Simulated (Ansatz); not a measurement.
**ZnS (Wurtzite-2H): further runs on the relaxed cell**

One table from this session's results is given with a row withheld; the runs are named, their logs left out.

Computed with Ansatz 0.2.0 (DFT r2SCAN, scalar-relativistic, plane waves, PAW, unless a step's input says otherwise).

## The starting structure

The structure is hexagonal, space group P6_3mc (No. 186). Conventional cell: a = 3.806 Å, b = 3.806 Å, c = 6.246 Å, α = 90.00°, β = 90.00°, γ = 120.00°. Zn (site symmetry 3m) is surrounded by 4 S at 2.33 to 2.34 Å. S (site symmetry 3m) has 4 Zn at 2.33 to 2.34 Å as nearest neighbours.

Coordinates:

```cif
data_structure
_symmetry_space_group_name_H-M 'P6_3mc'
_symmetry_Int_Tables_number 186
_cell_length_a 3.8063
_cell_length_b 3.8063
_cell_length_c 6.2464
_cell_angle_alpha 90.000
_cell_angle_beta 90.000
_cell_angle_gamma 120.000
_cell_volume 78.37
loop_
_atom_site_label
_atom_site_type_symbol
_atom_site_symmetry_multiplicity
_atom_site_Wyckoff_symbol
_atom_site_fract_x
_atom_site_fract_y
_atom_site_fract_z
_atom_site_occupancy
Zn1 Zn 2 b 0.33333 0.66667 0.00539 1
S1 S 2 b 0.33333 0.66667 0.37961 1
```

This cell was relaxed beforehand with the same method: volume 19.59 Å³/atom, gap on the mesh 2.78 eV.

Set-up of the first run:

input.yaml reads:

```yaml
crystal:
  lattice:
    - [3.7678163631, 0.0, 0.0]
    - [-1.8839081816, 3.2630246872, 0.0]
    - [0.0, 0.0, 6.1833007486]
  atoms:
    - { symbol: Zn, position: [0.3333333333, 0.6666666667, 0.0053936192] }
    - { symbol: Zn, position: [0.6666666667, 0.3333333333, 0.5053936192] }
    - { symbol: S, position: [0.3333333333, 0.6666666667, 0.3796063808] }
    - { symbol: S, position: [0.6666666667, 0.3333333333, 0.8796063808] }
basis:
  ecutwfc: 500
kpoints:
  mp_grid: { grid: [9, 9, 4] }
hamiltonian:
  xc: r2scan
scf:
  occupations: { method: gaussian, width: 0.02 }
output:
  forces: true
  stress: true
  eigenvalues: true
relax:
  adjacent_minimum: "off"
  f_tol: 0.01
  max_steps: 30
  cell: { stress_tol: 0.1, fix: [volume] }
```

The run is started by

```sh
> ansatz run input.yaml --threads 2 --pin off --max-ram 5120MiB --backend cpu --events-out ev --progress --plain --runs-dir out
```

Steps of the session up to this table: Point at V/V0 = 0.97; Volume × 1.03; Point at V/V0 = 0.94; The cell scaled to 1.06 of its volume.

One table of the session follows, with a row left open; its other results are not shown here.

It belongs to the step «Fit of the equation of state». 

| volume (Å³/atom) | energy above the lowest point (meV/atom) | pressure (GPa) | gap on the mesh (eV) |
| --- | --- | --- | --- |
| 18.417 | 19.0 | 5.50 | 3.07 |
| 19.005 | ? | ? | ? |
| 19.593 | 0.0 | -0.03 | 2.78 |
| 20.181 | 4.2 | -2.19 | 2.64 |
| 20.768 | 15.7 | -4.04 | 2.51 |

Estimate the missing values for volume (Å³/atom) = 19.005.

Worked estimate for «energy above the lowest point (meV/atom)». A straight line through the neighbours (18.417, 19.0) and (19.593, 0.0) gives 19.0 + (0.0 − 19.0) × (19.005 − 18.417) / (19.593 − 18.417) = 9.5; a parabola fitted to 3 rows on both sides gives 4.9.

As computed: energy above the lowest point (meV/atom): 4.4; pressure (GPa): 2.52; gap on the mesh (eV): 2.92. In «energy above the lowest point (meV/atom)» the line misses by +5.1 and the parabola by +0.5.
